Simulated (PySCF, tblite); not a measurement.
# C₅H₁₂N₂: geometry, infrared bands and NMR shifts

Wanted: the infrared bands and NMR shifts of C₅H₁₂N₂ (`C/C=N\N(C)CC`), by calculation.

The runs use tblite 0.8.0 and PySCF 2.14.0, with density-fitted response routines of our own; the level of theory stands in each step. All values are computed, except where a source is named. Atoms are numbered from 0 throughout.

## (1) The molecule as given

19 atoms, charge 0, multiplicity 1; geometry from: force field or distance geometry start.

Bonds of the start (Å): C0–C1 1.50, C1–N2 1.29, N2–N3 1.38, N3–C4 1.46, N3–C5 1.46, C5–C6 1.52, C0–H7 1.10, C0–H8 1.09, C0–H9 1.08, C1–H10 1.11, C4–H11 1.09, C4–H12 1.09, C4–H13 1.08, C5–H14 1.10, C5–H15 1.08, C6–H16 1.10, C6–H17 1.09, C6–H18 1.10.

## (2) Relaxing the molecule with GFN2-xTB

Job settings and geometry (Å):

```
{"job": {"kind": "relax", "xc": "GFN2-xTB", "basis": "xTB"}, "charge": 0, "multiplicity": 1}
C      2.508700     0.326700    -0.279600
C      1.764400     0.038100     0.987800
N      0.563600    -0.412200     1.134700
N     -0.191100    -0.556700    -0.015400
C     -0.922400    -1.820500    -0.099100
C     -0.805300     0.631100    -0.600300
C     -2.002500     1.139200     0.179900
H      2.661100     1.414000    -0.346900
H      1.978500    -0.030200    -1.163600
H      3.475500    -0.155900    -0.229800
H      2.332400     0.214800     1.924700
H     -0.266900    -2.645300     0.188300
H     -1.243300    -1.969200    -1.131800
H     -1.787500    -1.791300     0.551500
H     -0.047500     1.430500    -0.648600
H     -1.090000     0.390600    -1.614500
H     -1.730300     1.374600     1.221000
H     -2.403200     2.038200    -0.280000
H     -2.803900     0.393000     0.214300
```

On the command line:

```
> OMP_NUM_THREADS=1 python probes_run.py task.json out
```

The driver reads the jobs from task.json and runs them one after another.

**Question.** This job is followed by: GFN2-xTB harmonic vibrations, gas phase; GIAO PBE0/pcSseg-1 NMR shielding, non-relativistic, gas phase. What will the session give for the following? strongest single infrared mode (GFN2-xTB); zero-point energy (GFN2-xTB); 13C shifts against TMS (PBE0/pcSseg-1); 1H shifts against TMS (PBE0/pcSseg-1, means over atoms taken as alike); 15N shifts against NH3 (PBE0/pcSseg-1).

As calculated:

```
                                                              quantity                              value
                             strongest single infrared mode (GFN2-xTB)               1732 cm⁻¹, 85 km/mol
                                          zero-point energy (GFN2-xTB)                     104.4 kcal/mol
                                13C shifts against TMS (PBE0/pcSseg-1)  118.5, 48.5, 47.6, 17.7, 11.6 ppm
1H shifts against TMS (PBE0/pcSseg-1, means over atoms taken as alike)   5.98, 3.49, 3.24, 1.90, 1.11 ppm
                                15N shifts against NH3 (PBE0/pcSseg-1)                   384.9, 130.6 ppm
```

The optimisation took 138 steps and gained 0.457 eV; among the close pairs (by a distance rule), N2–N3 changed most, from 1.383 to 1.326 Å. All 51 modes are real, so the xTB geometry is a minimum. The strongest single mode, at 1732 cm⁻¹, moves mainly N2 and C1. GFN2-xTB is a fitted tight-binding method: band positions and strengths are rough. Its intensities can rank the bands wrongly. At PBE0/pcSseg-1: Shielding is most anisotropic at N2 (span 562 ppm, paramagnetic term -442 ppm).
